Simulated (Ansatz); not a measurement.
# Al2Cu: the cost of one run

Program: Ansatz 0.2.0. Level of theory: DFT PBE, scalar-relativistic, plane waves, PAW. These are calculated values, not measurements.

72 further runs of the same task are left out: 1 that didn't finish, 71 set aside as unsound or not needed.

## Step 1: The starting structure

Symmetry: I4/mcm, No. 140, tetragonal system. Conventional cell: a = 6.052 Å, b = 6.052 Å, c = 4.883 Å, α = 90.00°, β = 90.00°, γ = 90.00°. Around Al (site symmetry m2m) lie 4 Cu at 2.58 Å and 3 Al at 2.72 to 2.90 Å. Cu (site symmetry 422) has 2 Cu at 2.44 Å and 8 Al at 2.58 Å as nearest neighbours.

Coordinates:

```
Al Cu
1.0
    -3.02615    3.02615    2.44128
     3.02615   -3.02615    2.44128
     3.02615    3.02615   -2.44128
Al Cu
4 2
Direct
  0.15872 0.65872 0.81744
  0.65872 0.84128 0.50000
  0.84128 0.34128 0.18256
  0.34128 0.15872 0.50000
  0.75000 0.75000 0.00000
  0.25000 0.25000 0.00000
```

It is the result of an earlier relaxation at this level (volume 14.90 Å³/atom; gap on the mesh: none (metal)).

## Step 2: Plan of the line

The energy is mapped over the lattice constants a and c of the conventional cell.

The axes are (1) lattice constant a (and b): 11 values from 5.750 to 6.355 Å; (2) lattice constant c: 11 values from 4.638 to 5.127 Å.

Nothing else is relaxed (fractional coordinates fixed). Energies count from the relaxed crystal. Points are written as (first, second).

## Step 3: Point (5.750 Å, 4.834 Å)

input.yaml reads:

```yaml
crystal:
  lattice:
    - [-2.87485, 2.87485, 2.41685]
    - [2.87485, -2.87485, 2.41685]
    - [2.87485, 2.87485, -2.41685]
  atoms:
    - { symbol: Al, position: [0.1587211657, 0.6587211657, 0.8174423314] }
    - { symbol: Al, position: [0.6587211657, 0.8412788343, 0.5] }
    - { symbol: Al, position: [0.8412788343, 0.3412788343, 0.1825576686] }
    - { symbol: Al, position: [0.3412788343, 0.1587211657, 0.5] }
    - { symbol: Cu, position: [0.75, 0.75, 0.0] }
    - { symbol: Cu, position: [0.25, 0.25, 0.0] }
basis:
  ecutwfc: 520.0
kpoints:
  mp_grid: { grid: [10, 10, 10] }
hamiltonian:
  xc: pbe
  pseudopotentials: { kind: paw, azcp: { folder: soft_1 } }
scf:
  occupations: { method: gaussian, width: 0.15 }
output:
  forces: true
  stress: true
  eigenvalues: true
```

Run with:

```bash
ansatz run input.yaml --threads 4 --pin off --max-ram 8192MiB --backend cpu --events-out ev --progress --plain --runs-dir out
```

**Question.** How long does this run take on 4 threads of Intel Xeon 6975P-C (Granite Rapids), shared host, and how much memory does it need?

About 3.3 s, with a peak of 0.63 GiB.
